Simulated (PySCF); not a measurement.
# C10H14Si: NMR shifts at several levels of theory

How much do the NMR shifts of C10H14Si (`C[Si]1(c2ccccc2)CCC1`) depend on the level of theory, and what does each level cost?

Programs: PySCF 2.14.0, with density-fitted response routines of our own. Each step states its level of theory. These are calculated values for one molecule in the gas phase, unless marked as measured. Atoms are numbered from 0 throughout.

## 1. The starting structure

25 atoms, charge 0, multiplicity 1; geometry from: GFN2-xTB.

Bonds of the start (Å): C0–Si1 1.91, Si1–C2 1.89, C2–C3 1.39, C3–C4 1.38, C4–C5 1.38, C5–C6 1.39, C6–C7 1.38, Si1–C8 1.92, C8–C9 1.54, C9–C10 1.54, C10–Si1 1.92, C7–C2 1.39, C0–H11 1.09, C0–H12 1.09, C0–H13 1.08, C3–H14 1.08, C4–H15 1.08, C5–H16 1.08, C6–H17 1.08, C7–H18 1.08, C8–H19 1.09, C8–H20 1.09, C9–H21 1.09, C9–H22 1.09, C10–H23 1.09, C10–H24 1.09.

## 2. Geometry optimisation at PBE0-D3(BJ)/def2-SVP

The job: settings as JSON, then the geometry in Å.

```
{"job": {"xc": "PBE0", "basis": "def2-SVP", "d3": "d3bj", "grid": 1, "kind": "geom"}, "charge": 0, "multiplicity": 1}
C     -1.561500    -1.888920     1.110370
Si    -1.172240    -0.280180     0.166720
C      0.700740    -0.061840     0.036900
C      1.414120     0.601200     1.029070
C      2.791840     0.706850     0.969590
C      3.483570     0.148220    -0.091170
C      2.789230    -0.510690    -1.092470
C      1.411520    -0.612280    -1.026100
C     -2.242280     1.235080     0.649920
C     -3.101230     1.052470    -0.616370
C     -2.244860     0.029920    -1.391170
H     -2.631810    -2.046430     1.197490
H     -1.138890    -1.856760     2.115270
H     -1.140790    -2.747710     0.606330
H      0.879250     1.039380     1.859630
H      3.329090     1.224710     1.751480
H      4.560170     0.225350    -0.138330
H      3.324440    -0.945810    -1.924560
H      0.874610    -1.127320    -1.809930
H     -2.813560     1.187730     1.573460
H     -1.710840     2.184130     0.643500
H     -3.267920     1.979750    -1.162530
H     -4.072920     0.629270    -0.366440
H     -1.714460     0.493330    -2.220080
H     -2.817820    -0.800990    -1.794690
```

What it wrote:

```text
step   0  E = -678.05320192  max force = 0.017982
step   1  E = -678.05801735  max force = 0.004063
step   2  E = -678.05814214  max force = 0.002756
step   3  E = -678.05819777  max force = 0.003072
step   4  E = -678.05824913  max force = 0.002157
step   5  E = -678.05830964  max force = 0.000734
step   6  E = -678.05840456  max force = 0.001199
step   7  E = -678.05853681  max force = 0.002730
step   8  E = -678.05856120  max force = 0.003213
step   9  E = -678.05870349  max force = 0.001589
step  10  E = -678.05876478  max force = 0.000689
step  11  E = -678.05881061  max force = 0.000873
step  12  E = -678.05883199  max force = 0.000652
step  13  E = -678.05884198  max force = 0.000277
optimisation converged
```

Run time: 3.8 min. Hardware: 8 threads of Arm Neoverse V1, shared host.

The steps of the relaxation:

```csv
step,energy from step 0 (eV),largest force component (eV/Å)
0,0.0000,0.9247
1,-0.1310,0.2089
2,-0.1344,0.1417
3,-0.1359,0.1580
4,-0.1373,0.1109
5,-0.1390,0.0377
6,-0.1416,0.0617
7,-0.1452,0.1404
8,-0.1458,0.1652
9,-0.1497,0.0817
10,-0.1514,0.0354
11,-0.1526,0.0449
12,-0.1532,0.0335
13,-0.1535,0.0142
```

Close pairs (by a distance rule), those that changed most:

```csv
bond,before (Å),after (Å),change (Å)
C0–Si1,1.905,1.878,-0.027
Si1–C10,1.917,1.895,-0.021
Si1–C8,1.917,1.896,-0.021
C0–H13,1.081,1.101,+0.020
C0–H11,1.085,1.101,+0.016
C8–H20,1.088,1.102,+0.015
C10–H23,1.088,1.102,+0.014
C7–H18,1.081,1.095,+0.014
```

The final coordinates are the input of the step that follows.

```csv
at the end point,value
"rotational constants (GHz, main isotopes)","2.011, 0.556, 0.541"
dipole moment (D),0.44
```

## 3. Shielding tensors: PBE0/pcSseg-1

The job: settings as JSON, then the geometry in Å.

```
{"job": {"kind": "nmr", "xc": "PBE0", "basis": "pcSseg-1", "pop": false}, "charge": 0, "multiplicity": 1}
C     -1.633063    -1.819870     1.069455
Si    -1.179837    -0.249530     0.144361
C      0.688821    -0.075013     0.047304
C      1.401186     0.616320     1.038780
C      2.789976     0.724231     0.983785
C      3.492372     0.140749    -0.069909
C      2.801827    -0.546880    -1.067291
C      1.413156    -0.651738    -1.006995
C     -2.200044     1.268935     0.641274
C     -3.130340     0.918537    -0.553539
C     -2.191059     0.045347    -1.431309
H     -2.725107    -1.939703     1.140236
H     -1.220069    -1.800413     2.090322
H     -1.220285    -2.703871     0.558325
H      0.862556     1.086824     1.867801
H      3.327222     1.268537     1.764601
H      4.580908     0.225854    -0.116342
H      3.348639    -1.001105    -1.897513
H      0.884406    -1.188178    -1.801656
H     -2.684148     1.352032     1.624841
H     -1.640019     2.199077     0.451156
H     -3.563414     1.791436    -1.070505
H     -3.979218     0.311142    -0.198666
H     -1.628347     0.663050    -2.150119
H     -2.668661    -0.777311    -1.982507
```

With the program's defaults for keys left out, this is: GIAO PBE0/pcSseg-1 NMR shielding, non-relativistic, gas phase.

What it wrote:

```text
coarse grid: 21168 points
cycle   1  E = -678.1860807607  dE =  1.430e+00  |g| = 5.567e-01  |ddm| = 4.712e+00
cycle   2  E = -678.1691777772  dE =  1.690e-02  |g| = 6.237e-01  |ddm| = 1.204e+00
cycle   3  E = -678.2710250668  dE = -1.018e-01  |g| = 4.783e-02  |ddm| = 6.061e-01
cycle   4  E = -678.2713588167  dE = -3.337e-04  |g| = 3.094e-02  |ddm| = 7.527e-02
cycle   5  E = -678.2715994195  dE = -2.406e-04  |g| = 8.265e-03  |ddm| = 3.755e-02
cycle   6  E = -678.2716146457  dE = -1.523e-05  |g| = 3.814e-03  |ddm| = 1.171e-02
cycle   7  E = -678.2716186703  dE = -4.025e-06  |g| = 2.294e-04  |ddm| = 3.999e-03
final grid: 199216 points
cycle   8  E = -678.3378149939  dE = -4.232e-05  |g| = 9.490e-03  |ddm| = 4.666e-02
cycle   9  E = -678.3378087640  dE =  6.230e-06  |g| = 1.085e-02  |ddm| = 1.958e-02
cycle  10  E = -678.3378392084  dE = -3.044e-05  |g| = 6.570e-04  |ddm| = 1.009e-02
cycle  11  E = -678.3378392994  dE = -9.096e-08  |g| = 2.756e-04  |ddm| = 9.432e-04
cycle  12  E = -678.3378393189  dE = -1.954e-08  |g| = 4.681e-05  |ddm| = 3.052e-04
cycle  13  E = -678.3378393191  dE = -1.680e-10  |g| = 3.822e-05  |ddm| = 8.878e-05
cycle  14  E = -678.3378393195  dE = -4.195e-10  |g| = 3.479e-06  |ddm| = 4.235e-05
converged SCF energy = -678.3378393195

GIAO shielding tensors (ppm)
atom      isotropic    diamagn.    paramagn.     s11        s22        s33       span
  0 C      184.625     254.831     -70.206    180.584    184.192    189.099      8.515
  1 Si     337.066     882.062    -544.996    318.169    327.890    365.140     46.971
  2 C       37.972     260.971    -222.999    -48.765    -24.060    186.741    235.506
  3 C       46.233     253.512    -207.279    -71.097     34.254    175.541    246.638
  4 C       51.081     254.184    -203.103    -61.545     39.332    175.457    237.002
  5 C       49.766     254.925    -205.159    -60.914     34.630    175.582    236.496
  6 C       51.081     254.179    -203.098    -61.551     39.330    175.463    237.014
  7 C       46.265     253.529    -207.264    -71.024     34.228    175.591    246.615
  8 C      169.404     257.193     -87.789    151.889    172.563    183.760     31.871
  9 C      163.733     251.585     -87.851    149.923    164.823    176.454     26.531
 10 C      169.300     257.146     -87.845    151.754    172.487    183.660     31.905
 11 H       30.712      29.710       1.002     26.101     28.402     37.633     11.532
 12 H       30.920      31.219      -0.299     26.329     29.041     37.390     11.061
 13 H       30.912      31.231      -0.319     26.282     29.037     37.416     11.134
 14 H       23.780      33.835     -10.055     19.810     21.833     29.696      9.886
 15 H       23.832      29.764      -5.932     20.377     24.182     26.937      6.560
 16 H       23.847      28.188      -4.341     20.509     24.644     26.390      5.881
 17 H       23.831      29.751      -5.920     20.371     24.185     26.936      6.565
 18 H       23.783      33.814     -10.032     19.826     21.834     29.688      9.862
 19 H       30.141      31.977      -1.836     25.947     27.338     37.139     11.192
 20 H       29.955      33.465      -3.510     26.654     28.472     34.738      8.083
 21 H       28.903      28.566       0.336     23.680     26.423     36.604     12.924
 22 H       29.230      29.899      -0.669     25.727     27.127     34.834      9.107
 23 H       29.971      33.441      -3.471     26.722     28.484     34.706      7.984
 24 H       30.141      31.973      -1.832     25.951     27.333     37.137     11.186
```

It took 44 s on 8 threads of Arm Neoverse V1, shared host.

Shifts follow as δ = σ(reference) − σ, with reference shieldings (ppm) from runs at the same level and on the same kind of geometry: ¹H TMS 31.27, ¹³C TMS 184.4, ²⁹Si TMS 352.0. The references are single molecules in the gas phase. Atoms listed in one row are averaged.

```csv
atoms,environment,σ (ppm),δ (ppm),δ scaled to CDCl3
C2,substituted aromatic carbon,38.0,146.4,141.7
"C3, C7",aromatic CH,46.2,138.2,133.6
C5,aromatic CH,49.8,134.6,130.2
"C4, C6",aromatic CH,51.1,133.3,129.0
C9,sp3 CH2 in a ring,163.7,20.7,19.6
"C8, C10",sp3 CH2 bonded to Si,169.4,15.1,14.1
C0,methyl carbon bonded to Si,184.6,-0.2,-0.7
"H14, H18",hydrogen on an aromatic CH,23.78,7.49,7.31
"H15, H17",hydrogen on an aromatic CH,23.83,7.44,7.26
H16,hydrogen on an aromatic CH,23.85,7.42,7.25
H21,hydrogen on an sp3 CH2 in a ring,28.90,2.36,2.46
H22,hydrogen on an sp3 CH2 in a ring,29.23,2.04,2.15
"H20, H23",hydrogen on an sp3 CH2 bonded to Si,29.96,1.30,1.45
"H19, H24",hydrogen on an sp3 CH2 bonded to Si,30.14,1.13,1.28
"H11, H12, H13",hydrogen on a methyl carbon bonded to Si,30.85,0.42,0.61
Si1,"silicon bonded to 4 C, in a 4-membered ring",337.1,14.9,–
```

The scaled column applies a straight-line fit of computed shieldings to shifts measured in CDCl3 (root-mean-square error 0.21 ppm for H, 2.0 ppm for C).

Ring of atoms Si1, C8, C9, C10: NICS(0) -2.1, NICS(1) -1.5, NICS(1)zz 3.7 ppm (means of both faces).

Ring of atoms C2, C3, C4, C5, C6, C7: NICS(0) -8.1, NICS(1) -11.3, NICS(1)zz -28.4 ppm (means of both faces).

## 4. Nuclear shieldings: PBE/pcSseg-1

Same as in step 3 but for these lines:

```diff
@@ -1,2 +1,2 @@
-{"job": {"kind": "nmr", "xc": "PBE0", "basis": "pcSseg-1", "pop": false}, "charge": 0, "multiplicity": 1}
+{"job": {"kind": "nmr", "xc": "PBE", "basis": "pcSseg-1", "pop": false}, "charge": 0, "multiplicity": 1}
 C     -1.633063    -1.819870     1.069455
```

With the program's defaults for keys left out, this is: GIAO PBE/pcSseg-1 NMR shielding, non-relativistic, gas phase.

What it wrote:

```text
coarse grid: 21168 points
cycle   1  E = -677.9778981653  dE =  1.083e+00  |g| = 8.324e-01  |ddm| = 4.841e+00
cycle   2  E = -677.7081197474  dE =  2.698e-01  |g| = 1.292e+00  |ddm| = 2.161e+00
cycle   3  E = -678.1665929762  dE = -4.585e-01  |g| = 1.180e-01  |ddm| = 1.448e+00
cycle   4  E = -678.1696160071  dE = -3.023e-03  |g| = 5.393e-02  |ddm| = 1.820e-01
cycle   5  E = -678.1703097080  dE = -6.937e-04  |g| = 1.940e-02  |ddm| = 7.184e-02
cycle   6  E = -678.1703729825  dE = -6.327e-05  |g| = 1.278e-02  |ddm| = 3.235e-02
cycle   7  E = -678.1704200979  dE = -4.712e-05  |g| = 1.150e-03  |ddm| = 1.395e-02
cycle   8  E = -678.1704203754  dE = -2.774e-07  |g| = 5.560e-04  |ddm| = 1.920e-03
final grid: 199216 points
cycle   9  E = -678.2614196401  dE = -3.598e-05  |g| = 1.664e-02  |ddm| = 6.506e-02
cycle  10  E = -678.2613193575  dE =  1.003e-04  |g| = 2.563e-02  |ddm| = 4.271e-02
cycle  11  E = -678.2614930413  dE = -1.737e-04  |g| = 1.999e-03  |ddm| = 2.632e-02
cycle  12  E = -678.2614939875  dE = -9.463e-07  |g| = 7.098e-04  |ddm| = 3.116e-03
cycle  13  E = -678.2614941138  dE = -1.262e-07  |g| = 1.552e-04  |ddm| = 8.691e-04
cycle  14  E = -678.2614941200  dE = -6.221e-09  |g| = 5.603e-05  |ddm| = 2.106e-04
cycle  15  E = -678.2614941209  dE = -8.736e-10  |g| = 1.646e-05  |ddm| = 7.685e-05
converged SCF energy = -678.2614941209

GIAO shielding tensors (ppm)
atom      isotropic    diamagn.    paramagn.     s11        s22        s33       span
  0 C      180.266     253.861     -73.595    175.669    179.729    185.400      9.731
  1 Si     320.076     883.574    -563.498    298.792    310.804    350.633     51.841
  2 C       34.738     260.186    -225.447    -47.560    -27.536    179.311    226.871
  3 C       44.692     253.060    -208.368    -68.075     32.740    169.412    237.488
  4 C       49.003     253.191    -204.189    -59.874     37.807    169.075    228.949
  5 C       48.089     253.642    -205.554    -58.687     33.638    169.316    228.003
  6 C       49.004     253.186    -204.183    -59.878     37.806    169.082    228.960
  7 C       44.727     253.072    -208.345    -67.989     32.725    169.445    237.434
  8 C      163.604     256.748     -93.145    145.542    166.380    178.889     33.347
  9 C      157.306     251.738     -94.432    142.263    158.504    171.151     28.888
 10 C      163.485     256.701     -93.217    145.372    166.289    178.793     33.420
 11 H       30.605      29.696       0.909     26.196     28.402     37.219     11.023
 12 H       30.847      31.180      -0.333     26.493     29.064     36.984     10.491
 13 H       30.839      31.192      -0.352     26.447     29.061     37.010     10.563
 14 H       23.818      34.025     -10.207     20.088     21.689     29.675      9.587
 15 H       23.877      29.779      -5.902     20.661     24.010     26.961      6.300
 16 H       23.909      28.164      -4.255     20.795     24.485     26.448      5.652
 17 H       23.876      29.765      -5.889     20.655     24.014     26.960      6.305
 18 H       23.820      34.003     -10.182     20.103     21.689     29.668      9.565
 19 H       30.003      31.863      -1.861     25.981     27.409     36.618     10.637
 20 H       29.814      33.496      -3.682     26.666     28.509     34.266      7.599
 21 H       28.731      28.380       0.351     23.644     26.477     36.072     12.429
 22 H       29.055      29.844      -0.789     25.682     27.180     34.302      8.620
 23 H       29.828      33.472      -3.644     26.729     28.521     34.235      7.505
 24 H       30.000      31.857      -1.857     25.985     27.403     36.613     10.628
```

Run time: 31 s. Hardware: 8 threads of Arm Neoverse V1, shared host.

Key values: δ C2 145.3, C3 135.3, C5 131.9, C4 131.0, H14 7.38, H15 7.32 ppm (means over like atoms).

[end of part 1 of 2]
